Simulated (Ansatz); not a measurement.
# Ti3Se (P-6m2) in Ansatz: equation of state

How stiff is Ti3Se in PBE, and what volume does it want? The cell is scaled to several volumes.

Everything below comes from runs of Ansatz 0.2.0. Logs are shortened: lines on timing, memory, paths and dates and some standing lists are left out, and cuts for length are marked.

### Step 1. The crystal as given

Symmetry: P-6m2, No. 187, hexagonal system. The conventional cell has a = 3.197 Å, b = 3.197 Å, c = 7.943 Å, α = 90.00°, β = 90.00°, γ = 120.00°. Around Se (site symmetry -6m2) lie 6 Ti at 2.58 Å. Ti (site symmetry -6m2) has 12 Ti at 2.85 to 3.20 Å as nearest neighbours. Ti (site symmetry 3m) is surrounded by 3 Se at 2.58 Å and 3 Ti at 2.85 Å.

The cell comes from a database or a generator and needn't be the stable form of this composition.

### Step 2. Single point, PBE, 16.53 Å³/atom (volume scaled by 0.94)

input.yaml

```yaml
crystal:
  lattice:
    - [3.132173292, 0.0, 0.0]
    - [-1.566086646, 2.7125416399, 0.0]
    - [0.0, 0.0, 7.7806026671]
  atoms:
    - { symbol: Se, position: [0.0, 0.0, 0.0] }
    - { symbol: Ti, position: [0.6666666667, 0.3333333333, 0.5] }
    - { symbol: Ti, position: [0.3333333333, 0.6666666667, 0.772902] }
    - { symbol: Ti, position: [0.3333333333, 0.6666666667, 0.227098] }
hamiltonian:
  xc: pbe
  pseudopotentials: { kind: paw }
kpoints:
  mp_grid: { grid: [10, 10, 4] }
scf:
  occupations: { method: fermi_dirac, width: 0.05 }
output:
  forces: true
  stress: true
  eigenvalues: true
  write_density: true
  write_potential: true
  elf: true
  volumetric_format: npy
```

Potentials or basis: Ansatz PAW.

Started as:

```
$ ansatz run input.yaml --threads 2 --pin off --max-ram 5120MiB --backend cpu --events-out ev --progress --plain --runs-dir out
```

Standard output:

```text
Warning: RAYON_NUM_THREADS=2 ignored (pool sized by the plan → 2); use --threads N
Engine: ansatz 0.2.0, x86_64-unknown-linux-gnu
Pseudopotentials: kind: paw
Pseudopotential: Se, paw, valence charge 16, recommended cutoff 420 eV (normal), Se.paw.azcp
Pseudopotential: Ti, paw, valence charge 12, recommended cutoff 420 eV (normal), Ti.paw.azcp
Functional definition: PBE
  parameter kappa = 0.804
  parameter beta = 0.06672455060314922
  exchange = pbe_x(kappa = kappa, mu = beta*pi^2/3)
  correlation = pbe_c(beta = beta)
Crystal: 4 atoms, lattice volume = 66.105 Å³
Basis set: ecut = 420 eV, 1275 PW (Γ), exchange–correlation on 48×48×108 points (8 copies of the dense FFT grid, shifted against one another)
Bands: 32, of which v1, the nominal top of the filled ones, is band 26 counted from 1 (25 counted from 0)
Symmetry: 12 space group operations
Space group: P-6m2 (ITA 187), of the structure as read, at distance tolerance 4.0e-5 Å
k-points: 42 of 400 (time reversal used)
Non-local potential: Se, projectors of the file, l = 0: 2, l = 1: 2, l = 2: 3, l = 3: 1
Non-local potential: Ti, projectors of the file, l = 0: 3, l = 1: 2, l = 2: 3, l = 3: 1
PAW form: soft (Blöchl's): semilocal exchange-correlation on the pseudo side does not see the compensation charge
PAW one-centre angular grid: Se, 590 points (default); XC on 64 Gauss nodes
PAW one-centre angular grid: Ti, 590 points (default); XC on 64 Gauss nodes
Initial density: superposition of atomic densities (neutral atoms: chi_scale 0, normalization atom), corrected by the library's trained network
Initial wavefunctions: pseudopotential atomic-orbital guess
Functional: x = pbe(κ = 0.804, μ = 0.2195149727645171), c = pbe(β = 0.06672455060314922)
SCF iter   1: F=—  HF=-12969.885662 eV  |F-HF|=—  |Δ(HF+E_count)|=         —  Δρ=1.12e-2  dr2=1.33e-1  ethr=1.77e-3  ⟨swp⟩=5.2  Hψ=4818  notcnv=0
preconditioner: auto → Kerker (q_TF=auto, 2.621 Å⁻¹)  [metal: Δε(μ)=0.061 eV  Ē_g=5.319 eV  σ=0.050 eV  W_gap=0.30  n_scr=24 (ndim 8)  ℏωp=19.4 eV  f_vac=0.000  D(μ)=2.53/eV (n_scr^D=24)]
SCF iter   2: F=—  HF=-12969.870994 eV  |F-HF|=—  |Δ(HF+E_count)|=   1.47e-2  Δρ=5.42e-3  dr2=3.75e-2  ethr=2.56e-4  ⟨swp⟩=2.0  Hψ=1887  notcnv=0
SCF iter   3: F=—  HF=-12969.867316 eV  |F-HF|=—  |Δ(HF+E_count)|=   3.68e-3  Δρ=1.25e-3  dr2=2.14e-3  ethr=7.21e-5  ⟨swp⟩=2.1  Hψ=1832  notcnv=0
SCF iter   4: F=—  HF=-12969.867054 eV  |F-HF|=—  |Δ(HF+E_count)|=   2.62e-4  Δρ=4.67e-4  dr2=1.90e-4  ethr=4.11e-6  ⟨swp⟩=2.1  Hψ=2274  notcnv=0
SCF iter   5: F=—  HF=-12969.866996 eV  |F-HF|=—  |Δ(HF+E_count)|=   5.81e-5  Δρ=1.69e-4  dr2=3.03e-5  ethr=3.64e-7  ⟨swp⟩=2.0  Hψ=2295  notcnv=0
SCF iter   6: F=—  HF=-12969.866976 eV  |F-HF|=—  |Δ(HF+E_count)|=   1.99e-5  Δρ=4.64e-5  dr2=2.10e-6  ethr=5.83e-8  ⟨swp⟩=2.0  Hψ=1582  notcnv=0
SCF iter   7: F=—  HF=-12969.866976 eV  |F-HF|=—  |Δ(HF+E_count)|=   6.47e-8  Δρ=1.19e-5  dr2=1.95e-7  ethr=4.04e-9  ⟨swp⟩=2.0  Hψ=1654  notcnv=0
SCF iter   8: F=-12969.866976 eV  HF=-12969.866976 eV  |F-HF|=5.15e-9  |Δ(HF+E_count)|=   1.28e-8  Δρ=3.32e-6  dr2=9.72e-9  ethr=1.92e-10  ⟨swp⟩=7.0  Hψ=7180  notcnv=0
the search or the solves at the SCF's close seem to have found levels that the self-consistency loop had missed (the run counts 1). By its estimate they hold under 1e-12 electrons; where the run keeps them, the occupations were computed again with them
SCF 1 converged in 8 iterations: F = -12969.866976 eV  dr2 = 9.72e-9
SCF converged after 8 iterations
Free energy (F): -12969.866976 eV
Harris-Foulkes:  -12969.866976 eV  (|F-HF|=5.15e-9)
Internal energy: -12969.845549 eV  (E = F + TS)
E sigma→0 (E₀):  -12969.856263 eV
Entropy (-TS):   -0.021428 eV (-5.357 meV/atom)
Fermi energy:    14.432520 eV
--- Per-component energies (eV) ---
  E_band       = -741.825417
  E_kinetic    = 942.925883
  E_local      = -4703.938276  (includes V_loc(G=0)·N_el)
  E_nonlocal   = -571.801835
  E_hartree    = 2176.615480
  E_xc         = -400.281377
  E_vxc        = -469.077906  (∫ρ·V_xc dr)
  E_paw        = -5054.015092  (= ΣΔE_a)
  E_vpaw       = -293.162433  (= ΣTr[D̂ρ^β])
  E_aug_tail   = -0.000212  (compensation charges beyond the density's cutoff)
  E_ewald      = -5359.350119
  E_smearing   = -0.021428  (= −TS)
  E_closure    = 0.000000  (closes the sum)
  Σ components = -12969.866976   (vs F -12969.866976, Δ=0.00e0)
--- Forces (eV/Å), atoms counted from 1 ---
  atom   1  Se    -0.00000000    -0.00000000     0.00000000
  atom   2  Ti     0.00000000    -0.00000000     0.00000000
  atom   3  Ti     0.00000000     0.00000000    -0.23273634
  atom   4  Ti     0.00000000     0.00000000     0.23273634
  max |Σ_I F_I| component: 1.85e-17 eV/Å
--- Stress (GPa, compression-positive) ---
        7.598849       0.000000      -0.000000
        0.000000       7.598849       0.000000
       -0.000000       0.000000       9.083477
  P = ⅓ Tr σ = 8.0937 GPa (80.937 kbar)
--- Band table (eV; the first three rows and the last of 42) ---
  k-point 0: bands = ["-42.4491", "-42.4173", "-42.2609", "-34.1072", "-34.1072", "-34.1022", "-34.1020", "-34.1020", "-18.9972", "-18.8690", "-18.5456", "-18.5456", "-18.5132", "-18.5132", "-18.3900", "-18.3708", "-18.3708", "-1.4174", "7.6942", "9.6032", "12.0462", "13.0894", "13.0894", "14.3578", "14.5846", "14.5846", "14.7391", "14.7391", "15.4725", "15.5560", "15.9521", "15.9521"]
  k-point 1: bands = ["-42.4480", "-42.4186", "-42.2606", "-34.1072", "-34.1072", "-34.1022", "-34.1020", "-34.1020", "-19.0189", "-18.8388", "-18.5443", "-18.5443", "-18.5149", "-18.5149", "-18.3985", "-18.3705", "-18.3705", "-1.4148", "7.5282", "10.0184", "11.9163", "13.0415", "13.0415", "14.0358", "14.7771", "14.7771", "14.7951", "14.7951", "15.2458", "15.7231", "15.7231", "15.8372"]
  k-point 2: bands = ["-42.4468", "-42.4201", "-42.2604", "-34.1072", "-34.1072", "-34.1022", "-34.1020", "-34.1020", "-19.0353", "-18.8135", "-18.5427", "-18.5427", "-18.5167", "-18.5167", "-18.4076", "-18.3702", "-18.3702", "-1.4123", "7.3949", "10.5261", "11.6518", "12.9990", "12.9990", "13.7679", "14.8410", "14.8410", "15.0733", "15.0733", "15.1107", "15.5129", "15.5129", "15.9965"]
  k-point 41: bands = ["-42.3815", "-42.3803", "-42.2534", "-34.1097", "-34.1087", "-34.0985", "-34.0982", "-34.0960", "-18.8928", "-18.8509", "-18.7969", "-18.7786", "-18.7024", "-18.6884", "-18.4925", "-18.4422", "-18.4017", "0.8726", "7.9493", "8.8740", "9.6110", "12.8908", "12.9382", "13.1837", "13.3918", "14.2580", "14.3084", "14.4756", "15.8167", "16.2373", "16.8756", "17.0886"]
```

Run time: 9.1 s. Hardware: 2 threads of Intel Xeon at 2.50GHz (Skylake/Cascade Lake), shared host; peak memory 0.4 GiB.

What came out:

| Quantity | Value |
| --- | --- |
| Free energy | -12969.8670 eV |
| Pressure | 8.1 GPa |
| Largest force | 0.233 eV/Å |
| Band gap on the k mesh | none (metal or under the smearing width) |

### Step 3. Single point, PBE, 16.88 Å³/atom (volume scaled by 0.96)

Changes to input.yaml since step 2:

```diff
@@ -2,5 +2,5 @@
   lattice:
-    - [3.132173292, 0.0, 0.0]
-    - [-1.566086646, 2.7125416399, 0.0]
-    - [0.0, 0.0, 7.7806026671]
+    - [3.1542315771, 0.0, 0.0]
+    - [-1.5771157886, 2.7316446752, 0.0]
+    - [0.0, 0.0, 7.8353974489]
   atoms:
@@ -21,5 +21 @@
   eigenvalues: true
-  write_density: true
-  write_potential: true
-  elf: true
-  volumetric_format: npy
```

Potentials or basis: Ansatz PAW.

Started as:

```
$ ansatz run input.yaml --threads 2 --pin off --max-ram 5120MiB --backend cpu --events-out ev --progress --plain --runs-dir out
```

It took 6.8 s on 2 threads of Intel Xeon at 2.50GHz (Skylake/Cascade Lake), shared host; peak memory 0.39 GiB.

The run converged. Its results:

| Property | Result |
| --- | --- |
| Free energy | -12969.9250 eV |
| Pressure | 5.2 GPa |
| Largest force | 0.154 eV/Å |
| Band gap on the k mesh | none (metal or under the smearing width) |

### Step 4. Single point, PBE, 17.23 Å³/atom (volume scaled by 0.98)

Changes to input.yaml since step 3:

```diff
@@ -2,5 +2,5 @@
   lattice:
-    - [3.1542315771, 0.0, 0.0]
-    - [-1.5771157886, 2.7316446752, 0.0]
-    - [0.0, 0.0, 7.8353974489]
+    - [3.1759855858, 0.0, 0.0]
+    - [-1.5879927929, 2.7504841993, 0.0]
+    - [0.0, 0.0, 7.8894363804]
   atoms:
@@ -21 +21,5 @@
   eigenvalues: true
+  write_density: true
+  write_potential: true
+  elf: true
+  volumetric_format: npy
```

Started as:

```
$ ansatz run input.yaml --threads 2 --pin off --max-ram 5120MiB --backend cpu --events-out ev --progress --plain --runs-dir out
```

Run time: 9.6 s. Hardware: 2 threads of Intel Xeon at 2.50GHz (Skylake/Cascade Lake), shared host; peak memory 0.4 GiB.

The run converged. Its results:

```
Free energy            : -12969.9585 eV
Pressure               : 2.5 GPa
Largest force          : 0.083 eV/Å
Band gap on the k mesh : none (metal or under the smearing width)
```

### Step 5. Single point, PBE, 17.58 Å³/atom

Changes to input.yaml since step 4:

```diff
@@ -2,5 +2,5 @@
   lattice:
-    - [3.1759855858, 0.0, 0.0]
-    - [-1.5879927929, 2.7504841993, 0.0]
-    - [0.0, 0.0, 7.8894363804]
+    - [3.1974455988, 0.0, 0.0]
+    - [-1.5987227994, 2.7690691158, 0.0]
+    - [0.0, 0.0, 7.942745]
   atoms:
@@ -21,5 +21 @@
   eigenvalues: true
-  write_density: true
-  write_potential: true
-  elf: true
-  volumetric_format: npy
```

Started as:

```
$ ansatz run input.yaml --threads 2 --pin off --max-ram 5120MiB --backend cpu --events-out ev --progress --plain --runs-dir out
```

Run time: 7.1 s. Hardware: 2 threads of Intel Xeon at 2.50GHz (Skylake/Cascade Lake), shared host; peak memory 0.39 GiB.

It converged, with:

```yaml
Free_energy: -12969.9700 eV
Pressure: 0.1 GPa
Largest_force: 0.021 eV/Å
Band_gap_on_the_k_mesh: none (metal or under the smearing width)
```

### Step 6. Single point, PBE, 17.93 Å³/atom (volume scaled by 1.02)

Changes to input.yaml since step 5:

```diff
@@ -2,5 +2,5 @@
   lattice:
-    - [3.1974455988, 0.0, 0.0]
-    - [-1.5987227994, 2.7690691158, 0.0]
-    - [0.0, 0.0, 7.942745]
+    - [3.2186213523, 0.0, 0.0]
+    - [-1.6093106762, 2.7874078563, 0.0]
+    - [0.0, 0.0, 7.9953474932]
   atoms:
```

Potentials or basis: Ansatz PAW.

Started as:

```
$ ansatz run input.yaml --threads 2 --pin off --max-ram 5120MiB --backend cpu --events-out ev --progress --plain --runs-dir out
```

Wall time 7.1 s (2 threads of Intel Xeon at 2.50GHz (Skylake/Cascade Lake), shared host); peak memory 0.39 GiB.

It converged, with:

| Quantity | Value |
| --- | --- |
| Free energy | -12969.9616 eV |
| Pressure | -2.0 GPa |
| Largest force | 0.034 eV/Å |
| Band gap on the k mesh | none (metal or under the smearing width) |

### Step 7. Single point, PBE, 18.28 Å³/atom (volume scaled by 1.04)

Changes to input.yaml since step 6:

```diff
@@ -2,5 +2,5 @@
   lattice:
-    - [3.2186213523, 0.0, 0.0]
-    - [-1.6093106762, 2.7874078563, 0.0]
-    - [0.0, 0.0, 7.9953474932]
+    - [3.2395220766, 0.0, 0.0]
+    - [-1.6197610383, 2.8055084145, 0.0]
+    - [0.0, 0.0, 8.0472667889]
   atoms:
@@ -21 +21,5 @@
   eigenvalues: true
+  write_density: true
+  write_potential: true
+  elf: true
+  volumetric_format: npy
```

Started as:

```
$ ansatz run input.yaml --threads 2 --pin off --max-ram 5120MiB --backend cpu --events-out ev --progress --plain --runs-dir out
```

Wall time 9.2 s (2 threads of Intel Xeon at 2.50GHz (Skylake/Cascade Lake), shared host); peak memory 0.4 GiB.

Results (log left out):

- Free energy: -12969.9352 eV
- Pressure: -4.0 GPa
- Largest force: 0.083 eV/Å
- Band gap on the k mesh: none (metal or under the smearing width)

### Step 8. Single point, PBE, 18.64 Å³/atom (volume scaled by 1.06)

Changes to input.yaml since step 7:

```diff
@@ -2,5 +2,5 @@
   lattice:
-    - [3.2395220766, 0.0, 0.0]
-    - [-1.6197610383, 2.8055084145, 0.0]
-    - [0.0, 0.0, 8.0472667889]
+    - [3.2601565315, 0.0, 0.0]
+    - [-1.6300782658, 2.8233783766, 0.0]
+    - [0.0, 0.0, 8.0985246472]
   atoms:
```

Started as:

```
$ ansatz run input.yaml --threads 2 --pin off --max-ram 5120MiB --backend cpu --events-out ev --progress --plain --runs-dir out
```

Wall time 9.5 s (2 threads of Intel Xeon at 2.50GHz (Skylake/Cascade Lake), shared host); peak memory 0.41 GiB.

It converged, with:

```yaml
Free_energy: -12969.8926 eV
Pressure: -5.7 GPa
Largest_force: 0.126 eV/Å
Band_gap_on_the_k_mesh: none (metal or under the smearing width)
```

### Step 9. Equation of state, PBE

Potentials or basis: Ansatz PAW.

This step only gathers the single runs of the series.

What came out:

| Quantity | Value |
| --- | --- |
| Equilibrium volume | 17.60 Å³/atom |
| Bulk modulus at fixed shape and positions | 113 GPa |
| Pressure derivative of the bulk modulus | 4.1 |

Energy against volume, from the lowest point:
```
volume (Å³/atom)  energy (meV/atom)
          16.526              25.76
          16.878              11.27
          17.230               2.88
          17.581               0.00
          17.933               2.10
          18.284               8.71
          18.636              19.37
```

Caveat: the cell was scaled at fixed shape and fractional positions, which overstates the stiffness of a crystal with free parameters, most of all of layers and chains.
